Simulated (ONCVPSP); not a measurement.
# An ONCV potential for germanium, from input to tests

Aim: build the potential from the settings below, then test how well it stands in for the atom: other configurations, scattering, ghost states and the plane-wave cutoff that it needs.

Method: ONCVPSP 4.0.1.1 (patched build), PBE, scalar-relativistic.

### Step 1. The atom and the settings

The settings as typed:

```json
{
 "element": "germanium (Ge, Z = 32)",
 "type": "optimised norm-conserving Vanderbilt (ONCV)",
 "frozen core": "[Ar] 3d10",
 "valence charge": "4",
 "reference configuration": "4s2 4p2",
 "partial waves": "4s: rc 1.65 bohr, ncon 5, nbas 8, qcut 3.9 1/bohr, 2 projectors, debl 1.4 Ha; 4p: rc 2.00 bohr, ncon 4, nbas 7, qcut 4.3 1/bohr, 2 projectors, debl 2.3 Ha; d scattering state at 0.43 Ha: rc 1.65 bohr, ncon 3, nbas 8, qcut 6.5 1/bohr, 3 projectors, debl 1.6 Ha",
 "local potential": "polynomial inside 1.30 bohr (lpopt 1, dvloc0 0 Ha)",
 "core correction": "not asked for"
}
```

The outer shells as boxes (Hund's rule for the drawing; the calculation is spin-unpolarised):

```
[Ar] core
3d [↑↓][↑↓][↑↓][↑↓][↑↓]
4s [↑↓]
4p [↑ ][↑ ][  ]
```

The nodes and maxima of the atom's own shells, from an earlier all-electron run, set the scale for the radii.

All-electron outer shells of the reference configuration (PBE, scalar-relativistic, ld1.x):

```
shell  level (eV)  outermost node (bohr)  outermost maximum (bohr)
   3p     -115.62                   0.23                      0.54
   3d      -29.31                      –                      0.50
   4s      -11.73                   0.77                      1.75
   4p       -3.90                   0.82                      2.22
```

### Step 2. Generating the potential

Ge.dat

```
# ATOM AND REFERENCE CONFIGURATION
# atsym  z   nc   nv     iexc    psfile
  Ge 32.00    6    2        4      upf
#
#   n    l    f
    1    0    2.00
    2    0    2.00
    2    1    6.00
    3    0    2.00
    3    1    6.00
    3    2   10.00
    4    0    2.00
    4    1    2.00
#
# PSEUDOPOTENTIAL AND OPTIMIZATION
# lmax
    2
#
#   l,   rc,      ep,       ncon, nbas, qcut
    0    1.65    0.00    5    8    3.90
    1    2.00    0.00    4    7    4.30
    2    1.65    0.43    3    8    6.50
#
# LOCAL POTENTIAL
# lloc, lpopt,  rc(5),   dvloc0
    4    1    1.30    0.00
#
# VANDERBILT-KLEINMAN-BYLANDER PROJECTORs
# l, nproj, debl
    0    2    1.40
    1    2    2.30
    2    3    1.60
#
# MODEL CORE CHARGE
# icmod, fcfact, rcfact
    0    0.00    0.00
#
# LOG DERIVATIVE ANALYSIS
# epsh1, epsh2, depsh
   -2.00    5.00    0.02
#
# OUTPUT GRID
# rlmax, drl
    6.00    0.01
#
# TEST CONFIGURATIONS
# ncnf
    4
# nvcnf
#   n    l    f
    2
    4    0    2.00
    4    1    1.00
#
    2
    4    0    2.00
    4    1    0.00
#
    2
    4    0    1.00
    4    1    0.00
#
    2
    4    0    0.00
    4    1    4.00
#
```

Run with:

```sh
$ oncvpsp.x < Ge.dat > Ge.out
```

**Question.** What will these runs give? Wanted: cutoffs for 1 and 0.1 mHa per electron, occupied waves; bound ghosts; GHOST(+) flags; largest test error; largest phase difference near zero energy, channels read.

As calculated:

| quantity | value |
| --- | --- |
| cutoffs for 1 and 0.1 mHa per electron, occupied waves | 9.1 Ha and 29 Ha |
| bound ghosts | d at -28.90 eV |
| GHOST(+) flags | s at 84 eV |
| largest test error (AE − PS) | +72 meV, for 4s1 4p0 |
| largest phase difference near zero energy, channels read | 0.001 rad |

What this shows: It has a bound ghost (d), a state that the atom doesn't have, and that rules the file out. Close by lies the frozen 3d level (-29.3 eV). By total energies transferability is fair: the largest error is 72 meV on 57.7 eV, for 4s1 4p0. That test lies far up in energy; among those under 40 eV, nearer to bonding, the largest error is 50 meV. The potential is soft on the atom: the looser tolerance needs 9.1 Ha. The tighter tolerance needs 29 Ha, and converged work needs a cutoff nearer that. At the looser tolerance the 4s wave is the slowest; 4p needs 6 Ha. That counts occupied waves only; other projectors can need more. Near zero energy the phases of the channels with partial waves agree within 0.001 rad. The program also flags highly localised states, GHOST(+) (s). All of this concerns the isolated atom, not yet a solid.
